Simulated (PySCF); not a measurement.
# GeH2 (SMILES [GeH2]) at 6 levels

Aim: a comparison of 6 runs (HF/3-21G, HF/6-31G*, HF/def2-SVP, B2PLYP/STO-3G, B3LYP/6-31G*, B3LYP/6-31G**) of GeH2. Input form: a Python script.

The results are computed with PySCF 2.14.0.

### 1 The system as given

GeH2: 3 atoms, total charge 0, spin state singlet. SMILES: `[GeH2]`. Geometry: relaxed at PBE0-D4/def2-TZVP.

Bond lengths: Ge1–H2 1.595 Å, Ge1–H3 1.594 Å. Angles: H2–Ge1–H3 90.6°.

### 2 Energy and gradient at HF/3-21G (run 1)

File input.py:

```python
from pyscf import gto

molecule = gto.M(
    atom='Ge -0.570100 0.405100 -0.263700; H 0.783000 0.743600 0.509000; H -0.212900 -1.148700 -0.245300',
    verbose=3,
    max_memory=1860,
    basis='3-21g',
)

mf = molecule.RHF()
mf.conv_tol = 1e-10
mf.kernel()
if not mf.converged:
    mf = mf.newton().run(mf.mo_coeff, mf.mo_occ)

etot = mf.e_tot
print(f'total energy: {etot:.8f} hartree')
grad = mf.nuc_grad_method().kernel()
mf.analyze()
```

On the command line:

```sh
$ OMP_NUM_THREADS=1 python input.py
```

Output:

```text
converged SCF energy = -2066.42976932977
total energy: -2066.42976933 hartree
--------------- RHF gradients ---------------
         x                y                z
0 Ge    -0.0021509129     0.0015081789    -0.0009971883
1 H     0.0002193145    -0.0023981906    -0.0001518123
2 H     0.0019315984     0.0008900117     0.0011490007
----------------------------------------------
**** MO energy ****
MO #1   energy= -402.670067527987  occ= 2
MO #2   energy= -51.8976747516393  occ= 2
MO #3   energy= -45.9088899704109  occ= 2
MO #4   energy= -45.907646449106   occ= 2
MO #5   energy= -45.9072204534916  occ= 2
MO #6   energy= -7.13107539413457  occ= 2
MO #7   energy= -5.087836224654    occ= 2
MO #8   energy= -5.08130442773448  occ= 2
MO #9   energy= -5.07817300623339  occ= 2
MO #10  energy= -1.53698019272755  occ= 2
MO #11  energy= -1.53486554036427  occ= 2
MO #12  energy= -1.53138533899758  occ= 2
MO #13  energy= -1.52454597572732  occ= 2
MO #14  energy= -1.52262274242092  occ= 2
MO #15  energy= -0.671646497410653 occ= 2
MO #16  energy= -0.434264060108626 occ= 2
MO #17  energy= -0.329049518642945 occ= 2
MO #18  energy= 0.00478959586461758 occ= 0
MO #19  energy= 0.159784129806144  occ= 0
MO #20  energy= 0.249085924632591  occ= 0
MO #21  energy= 0.363547402007159  occ= 0
MO #22  energy= 0.441312440879892  occ= 0
MO #23  energy= 0.455327771143551  occ= 0
MO #24  energy= 0.460377582468613  occ= 0
MO #25  energy= 1.32865846766203   occ= 0
MO #26  energy= 1.33104462787782   occ= 0
 ** Mulliken atomic charges  **
charge of    0Ge =      0.27866
charge of    1H =     -0.13933
charge of    2H =     -0.13933
Dipole moment(X, Y, Z, Debye):  0.17421, -0.12407,  0.08055
```

It took 2.3 s on 1 thread of Intel Xeon at 2.50GHz (Skylake/Cascade Lake), shared host; peak memory 0.12 GiB.

### 3 Energy and forces at HF/6-31G(d) (spherical functions) (run 2)

File geometry.xyz:

```xyz
3
GeH2
Ge    -0.570100     0.405100    -0.263700
H      0.783000     0.743600     0.509000
H     -0.212900    -1.148700    -0.245300
```

File job.py:

```python
from pyscf import gto, scf

mol = gto.Mole()
mol.atom = 'geometry.xyz'
mol.charge = 0
mol.max_memory = 1860
mol.basis = '6-31g*'
mol.verbose = 3
mol.build()

myscf = scf.RHF(mol)
myscf.conv_tol = 1e-10
myscf.kernel()
if not myscf.converged:
    myscf = myscf.newton().run(myscf.mo_coeff, myscf.mo_occ)

e_final = myscf.e_tot
print('E(%s) = %.9f' % ('HF', e_final))
grad = myscf.nuc_grad_method().kernel()
dip = myscf.dip_moment()
pop, q = myscf.mulliken_pop()
```

On the command line:

```sh
$ OMP_NUM_THREADS=1 python job.py
```

Output:

```text
converged SCF energy = -2076.18322636631
E(HF) = -2076.183226366
--------------- RHF gradients ---------------
         x                y                z
0 Ge    -0.0038762588     0.0027324960    -0.0017954369
1 H     0.0018909619    -0.0014746619     0.0008598712
2 H     0.0019852969    -0.0012578342     0.0009355657
----------------------------------------------
Dipole moment(X, Y, Z, Debye):  0.15587, -0.11103,  0.07207
 ** Mulliken pop  **
pop of  0 Ge 1s           1.99998
pop of  0 Ge 2s           1.99981
pop of  0 Ge 3s           2.00037
pop of  0 Ge 4s           1.45602
pop of  0 Ge 5s           0.31358
pop of  0 Ge 2px          1.99982
pop of  0 Ge 2py          1.99983
pop of  0 Ge 2pz          1.99979
pop of  0 Ge 3px          1.99760
pop of  0 Ge 3py          1.99796
pop of  0 Ge 3pz          1.99601
pop of  0 Ge 4px          0.64927
pop of  0 Ge 4py          0.72792
pop of  0 Ge 4pz          0.18900
pop of  0 Ge 5px          0.19893
pop of  0 Ge 5py          0.16559
pop of  0 Ge 5pz          0.04990
pop of  0 Ge 3dxy         1.37923
pop of  0 Ge 3dyz         1.37722
pop of  0 Ge 3dz^2        1.37729
pop of  0 Ge 3dxz         1.37844
pop of  0 Ge 3dx2-y2      1.38156
pop of  0 Ge 4dxy         0.59051
pop of  0 Ge 4dyz         0.59276
pop of  0 Ge 4dz^2        0.59313
pop of  0 Ge 4dxz         0.59216
pop of  0 Ge 4dx2-y2      0.58918
pop of  0 Ge 5dxy         0.04383
pop of  0 Ge 5dyz         0.03138
pop of  0 Ge 5dz^2        0.04275
pop of  0 Ge 5dxz         0.05561
pop of  0 Ge 5dx2-y2      0.08093
pop of  1 H 1s            0.46663
pop of  1 H 2s            0.60972
pop of  2 H 1s            0.46666
pop of  2 H 2s            0.60966
 ** Mulliken atomic charges  **
charge of    0Ge =      0.15267
charge of    1H =     -0.07635
charge of    2H =     -0.07632
```

It took 6 s on 1 thread of Intel Xeon at 2.50GHz (Skylake/Cascade Lake), shared host; peak memory 0.12 GiB.

Runs 3 to 5 aren't shown in full; the table further down has their settings and results.

### 4 Energy and forces at B3LYP/6-31G(d,p) (spherical functions) (run 6)

File input.py:

```python
from pyscf import gto, dft

system = gto.Mole()
system.atom = '''
Ge  -0.570100   0.405100  -0.263700
H    0.783000   0.743600   0.509000
H   -0.212900  -1.148700  -0.245300
'''
system.max_memory = 1860
system.basis = '6-31g**'
system.charge = 0
system.verbose = 3
system.build()

mf = dft.RKS(system)
mf.xc = 'b3lyp'
mf.conv_tol = 1e-10
mf.grids.level = 5
mf.kernel()
if not mf.converged:
    mf = mf.newton().run(mf.mo_coeff, mf.mo_occ)

etot = mf.e_tot
print(f'total energy: {etot:.8f} hartree')
grad = mf.nuc_grad_method().kernel()
dip = mf.dip_moment()
pop, q = mf.mulliken_pop()
```

On the command line:

```sh
$ OMP_NUM_THREADS=1 python input.py
```

Output:

```text
converged SCF energy = -2077.91181644339
total energy: -2077.91181644 hartree
--------------- RKS gradients ---------------
         x                y                z
0 Ge     0.0024740973    -0.0017788527     0.0011420714
1 H    -0.0018209916    -0.0002382057    -0.0010153773
2 H    -0.0006530514     0.0020169458    -0.0001266281
----------------------------------------------
Dipole moment(X, Y, Z, Debye):  0.11334, -0.08077,  0.05240
 ** Mulliken pop  **
pop of  0 Ge 1s           1.99998
pop of  0 Ge 2s           1.99968
pop of  0 Ge 3s           1.99945
pop of  0 Ge 4s           1.60502
pop of  0 Ge 5s           0.24780
pop of  0 Ge 2px          1.99974
pop of  0 Ge 2py          1.99975
pop of  0 Ge 2pz          1.99971
pop of  0 Ge 3px          1.99613
pop of  0 Ge 3py          1.99655
pop of  0 Ge 3pz          1.99451
pop of  0 Ge 4px          0.65201
pop of  0 Ge 4py          0.75265
pop of  0 Ge 4pz          0.19362
pop of  0 Ge 5px          0.19226
pop of  0 Ge 5py          0.17375
pop of  0 Ge 5pz          0.04964
pop of  0 Ge 3dxy         1.37030
pop of  0 Ge 3dyz         1.36827
pop of  0 Ge 3dz^2        1.36813
pop of  0 Ge 3dxz         1.36914
pop of  0 Ge 3dx2-y2      1.37188
pop of  0 Ge 4dxy         0.58745
pop of  0 Ge 4dyz         0.58913
pop of  0 Ge 4dz^2        0.58969
pop of  0 Ge 4dxz         0.58912
pop of  0 Ge 4dx2-y2      0.58711
pop of  0 Ge 5dxy         0.05158
pop of  0 Ge 5dyz         0.04326
pop of  0 Ge 5dz^2        0.05152
pop of  0 Ge 5dxz         0.06020
pop of  0 Ge 5dx2-y2      0.07454
pop of  1 H 1s            0.48193
pop of  1 H 2s            0.55100
pop of  1 H 2px           0.00340
pop of  1 H 2py           0.00082
pop of  1 H 2pz           0.00109
pop of  2 H 1s            0.48195
pop of  2 H 2s            0.55095
pop of  2 H 2px           0.00089
pop of  2 H 2py           0.00421
pop of  2 H 2pz           0.00021
 ** Mulliken atomic charges  **
charge of    0Ge =      0.07645
charge of    1H =     -0.03824
charge of    2H =     -0.03821
```

Wall time 14 s (1 thread of Intel Xeon at 2.50GHz (Skylake/Cascade Lake), shared host); peak memory 0.45 GiB.

### 5 Overview of the runs

```
run                                level      task  frozen core orbitals   energy (Eh)  dipole moment (D)  HOMO energy (eV)  LUMO energy (eV)  wall time
  1                             HF/3-21G  gradient                     –  -2066.429769               0.23             -8.95              0.13      2.3 s
  2      HF/6-31G* (spherical functions)  gradient                     –  -2076.183226               0.20             -9.17              0.09        6 s
  3                          HF/def2-SVP  gradient                     –  -2076.211534               0.04             -9.18              0.20      4.8 s
  4                        B2PLYP/STO-3G    energy                     9  -2053.804806               0.33             -4.81              1.95      6.9 s
  5   B3LYP/6-31G* (Cartesian functions)  gradient                     –  -2077.914998               0.13             -6.69             -3.27       11 s
  6  B3LYP/6-31G** (spherical functions)  gradient                     –  -2077.911816               0.15             -6.69             -3.28       14 s
```

### 6 Outcome

| quantity | value |
| --- | --- |
| run 6: total energy | -2077.91182 Eh |
| run 6: dipole moment | 0.15 D |
| run 6: HOMO energy | -6.69 eV |
| run 6: LUMO energy | -3.28 eV |
| run 6: HOMO–LUMO gap | 3.41 eV |
| run 6: largest force on an atom | 0.167 eV/Å |

**Reading.** The dipole moment (its size) runs from 0.04 D (HF/def2-SVP) to 0.33 D (B2PLYP/STO-3G). The two ends differ in method and basis. A double hybrid's value is that of its SCF part. The HOMO–LUMO gap runs from 3.41 eV (B3LYP/6-31G**) to 9.38 eV (HF/def2-SVP). Totals of different functionals can't be ranked against each other. In run 4 the basis is minimal, so the values are rough. All runs together took 46 s, the longest 14 s.
